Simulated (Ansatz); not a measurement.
# C6H16ClNO2Ti: small, medium and large basis sets

An exercise on one series of results from a longer session: the logs are not shown, and one member is left open.

Program: Ansatz 0.2.0, Gaussian basis. Level of theory: one geometry, several basis sets. These are calculated values, not measurements.

Plan: PBE0-D4/def2-SVP; ωB97M-V/def2-SVP; PBE0-D4/def2-QZVPP; ωB97M-V/def2-QZVPP; the functionals' def2-TZVPP values are taken from earlier runs.

## The geometry

The geometry comes from an earlier relaxation with PBE0-D4 in a triple-zeta def2 set; it is a stationary point, not always the lowest conformer.

SMILES `CC[N](CC)[Ti]([Cl])([O]C)[O]C`, 27 atoms, charge 0, spin multiplicity 1.

Atoms are counted from 1 here; the program's logs count them from 0.

Bond lengths: C1–C2 1.521 Å, C1–H12 1.092 Å, C1–H13 1.092 Å, C1–H14 1.093 Å, C2–N3 1.448 Å, C2–H15 1.100 Å, C2–H16 1.098 Å, N3–C4 1.451 Å, N3–Ti6 1.861 Å, C4–C5 1.521 Å, C4–H17 1.098 Å, C4–H18 1.095 Å, C5–H19 1.091 Å, C5–H20 1.092 Å, C5–H21 1.093 Å, Ti6–Cl7 2.254 Å, Ti6–O8 1.770 Å, Ti6–O10 1.774 Å and more. Angles: C2–C1–H12 110.8°, C2–C1–H13 111.4°, C2–C1–H14 110.3°, H12–C1–H13 108.1°, H12–C1–H14 108.5°, H13–C1–H14 107.6°, C1–C2–N3 114.7°, C1–C2–H15 109.8°, C1–C2–H16 109.1°, N3–C2–H15 109.2°, N3–C2–H16 108.4°, H15–C2–H16 105.3°, C2–N3–C4 117.0°, C2–N3–Ti6 115.5°, C4–N3–Ti6 127.4°, N3–C4–C5 113.8°, N3–C4–H17 108.7°, N3–C4–H18 109.0° and more.

Geometry (Å):

```xyz
27
charge 0, multiplicity 1
C     1.13947   -2.18645    1.15612
C    -0.13559   -2.01320    0.34586
N    -0.69187   -0.67645    0.37173
C    -1.20576   -0.20061    1.64247
C    -0.27464    0.76572    2.35829
Ti   -0.74754    0.19988   -1.26856
Cl   -2.19501   -0.91656   -2.58684
O    -1.30624    1.84578   -0.93639
C    -1.23143    3.22217   -1.12827
O     0.85119    0.16328   -2.03698
C     2.11135   -0.30340   -2.38239
H     1.90767   -1.48449    0.82387
H     0.96263   -2.01629    2.22029
H     1.52493   -3.20287    1.04288
H    -0.89657   -2.72771    0.69155
H     0.06331   -2.28600   -0.69914
H    -1.41595   -1.06649    2.28345
H    -2.16704    0.29560    1.47482
H     0.69168    0.30735    2.57482
H    -0.09899    1.64709    1.73769
H    -0.71777    1.09640    3.30157
H    -2.06434    3.55952   -1.75278
H    -0.29097    3.50250   -1.61432
H    -1.29238    3.73434   -0.16256
H     2.49475   -1.00211   -1.62967
H     2.81315    0.53272   -2.46690
H     2.07038   -0.82019   -3.34688
```

Set-up of the first run:

File in.yaml:

```yaml
crystal:
  periodic: [false, false, false]
  atoms:
    - {symbol: C, position_ang: [1.139471, -2.186454, 1.156117]}
    - {symbol: C, position_ang: [-0.135591, -2.013195, 0.345858]}
    - {symbol: N, position_ang: [-0.691873, -0.676450, 0.371727]}
    - {symbol: C, position_ang: [-1.205765, -0.200611, 1.642469]}
    - {symbol: C, position_ang: [-0.274639, 0.765720, 2.358289]}
    - {symbol: Ti, position_ang: [-0.747541, 0.199879, -1.268562]}
    - {symbol: Cl, position_ang: [-2.195010, -0.916565, -2.586845]}
    - {symbol: O, position_ang: [-1.306236, 1.845777, -0.936392]}
    - {symbol: C, position_ang: [-1.231428, 3.222170, -1.128273]}
    - {symbol: O, position_ang: [0.851187, 0.163279, -2.036981]}
    - {symbol: C, position_ang: [2.111346, -0.303398, -2.382391]}
    - {symbol: H, position_ang: [1.907667, -1.484493, 0.823871]}
    - {symbol: H, position_ang: [0.962633, -2.016292, 2.220291]}
    - {symbol: H, position_ang: [1.524932, -3.202867, 1.042878]}
    - {symbol: H, position_ang: [-0.896569, -2.727714, 0.691549]}
    - {symbol: H, position_ang: [0.063306, -2.286000, -0.699144]}
    - {symbol: H, position_ang: [-1.415947, -1.066486, 2.283451]}
    - {symbol: H, position_ang: [-2.167044, 0.295600, 1.474822]}
    - {symbol: H, position_ang: [0.691678, 0.307349, 2.574819]}
    - {symbol: H, position_ang: [-0.098987, 1.647093, 1.737691]}
    - {symbol: H, position_ang: [-0.717772, 1.096399, 3.301566]}
    - {symbol: H, position_ang: [-2.064345, 3.559517, -1.752779]}
    - {symbol: H, position_ang: [-0.290966, 3.502495, -1.614318]}
    - {symbol: H, position_ang: [-1.292378, 3.734336, -0.162560]}
    - {symbol: H, position_ang: [2.494747, -1.002111, -1.629672]}
    - {symbol: H, position_ang: [2.813148, 0.532715, -2.466898]}
    - {symbol: H, position_ang: [2.070378, -0.820192, -3.346882]}
basis:
  gaussian: {orbitals: def2-SVP}
hamiltonian: {xc: pbe0, dispersion: d4}
output: {orbitals: {seedname: orbitals}}
```

Steps of the session up to this table: PBE0-D4 in def2-SVP; ωB97M-V in def2-SVP; PBE0-D4 in def2-QZVPP; ωB97M-V in def2-QZVPP.

One of the session's tables, all rows but one given; the rest of the session is left out.

It belongs to the step «Density functionals: the series». 

| functional | basis | HOMO (eV) |
| --- | --- | --- |
| PBE0-D4 | def2-SVP | -6.46 |
| PBE0-D4 | def2-TZVPP | -6.57 |
| PBE0-D4 | def2-QZVPP | -6.59 |
| ωB97M-V | def2-SVP | -8.69 |
| ωB97M-V | def2-TZVPP | ? |
| ωB97M-V | def2-QZVPP | -8.83 |

Estimate the missing values for ωB97M-V, def2-TZVPP.

The run gave: HOMO (eV): -8.81. In the column «HOMO (eV)» it lies between ωB97M-V, def2-QZVPP (-8.83) and ωB97M-V, def2-SVP (-8.69).
